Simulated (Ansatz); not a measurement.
# H₄InOSSi radical: a ladder of functionals and wavefunction methods

The task here is to estimate one member of a computed series from the others.

Method: functionals in def2-TZVPP, the program's frozen cores in correlated methods; program: Ansatz 0.2.0, Gaussian basis.

Levels to be run: PBE-D4, r2SCAN-D4, PBE0-D4, B3LYP-D4, ωB97X-V, ωB97M-V, B2PLYP; CCSD(T)/def2-TZVPP; MP2/def2-QZVPP; extrapolation to the limit.

### The geometry

All runs share one geometry, relaxed beforehand with PBE0-D4 in a triple-zeta def2 set. In takes the def2 core potential; no spin-orbit term is included.

SMILES `[SiH3][O][In][SH]`, 8 atoms, charge 0, spin multiplicity 2.

Atoms are counted from 1 here; the program's logs count them from 0.

Bond lengths: Si1–O2 1.628 Å, Si1–H5 1.490 Å, Si1–H6 1.494 Å, Si1–H7 1.489 Å, O2–In3 2.001 Å, In3–S4 2.429 Å, S4–H8 1.347 Å. Angles: O2–Si1–H5 110.8°, O2–Si1–H6 111.7°, O2–Si1–H7 110.2°, H5–Si1–H6 107.7°, H5–Si1–H7 108.4°, H6–Si1–H7 107.9°, Si1–O2–In3 140.2°, O2–In3–S4 110.9°, In3–S4–H8 89.1°.

The first run:

The input, in.yaml:

```yaml
crystal:
  periodic: [false, false, false]
  atoms:
    - {symbol: Si, position_ang: [-0.136416, 0.759098, -1.442959]}
    - {symbol: O, position_ang: [0.032539, -0.006942, -0.016278]}
    - {symbol: In, position_ang: [-0.923702, -0.242231, 1.725363]}
    - {symbol: S, position_ang: [0.325039, -1.705722, 3.207779]}
    - {symbol: H, position_ang: [-0.392631, -0.216037, -2.539919]}
    - {symbol: H, position_ang: [-1.275137, 1.725920, -1.420028]}
    - {symbol: H, position_ang: [1.102263, 1.518678, -1.768363]}
    - {symbol: H, position_ang: [1.268044, -1.832764, 2.254416]}
basis:
  gaussian: {orbitals: def2-TZVPP}
magnetization: {spin_polarized: true, initial_magnetization: 1}
hamiltonian: {xc: pbe, dispersion: d4}
output: {forces: true, orbitals: {seedname: orbitals}}
```

The run is started by

```bash
ansatz run in.yaml --threads 2 --pin off --events-out ev --progress --plain --max-ram 22528MiB --backend cpu
```

Among the steps run: PBE-D4 (GGA); r2SCAN-D4 (meta-GGA); PBE0-D4 (hybrid); B3LYP-D4 (hybrid); ωB97X-V (range-separated); ωB97M-V (range-separated); B2PLYP (double hybrid); CCSD(T) in def2-TZVPP; MP2 in def2-QZVPP.

One table of the session follows, with a row left open; its other results are not shown here.

It belongs to the step «Atomisation energies». 

| method | atomisation energy (kJ/mol) |
| --- | --- |
| PBE-D4 | 2339.4 |
| r2SCAN-D4 | 2351.8 |
| PBE0-D4 | 2299.2 |
| B3LYP-D4 | 2320.2 |
| ωB97X-V | ? |
| ωB97M-V | 2342.7 |
| B2PLYP | 2296.0 |
| HF/def2-TZVPP | 1669.6 |
| MP2/def2-TZVPP | 2297.1 |
| CCSD/def2-TZVPP | 2233.9 |
| CCSD(T)/def2-TZVPP | 2273.4 |
| MP2/CBS | 2375.5 |
| CCSD(T)/CBS | 2351.8 |

Estimate the missing values for ωB97X-V.

As computed: atomisation energy (kJ/mol): 2354.9. In the column «atomisation energy (kJ/mol)» it lies between CCSD(T)/CBS (2351.8) and MP2/CBS (2375.5).

Caveats from the session: Free atoms (1 Si, 1 O, 1 In, 1 S, 4 H) were run apart at each level; the atomisation energy is their sum less the molecule, without zero-point or spin-orbit terms.
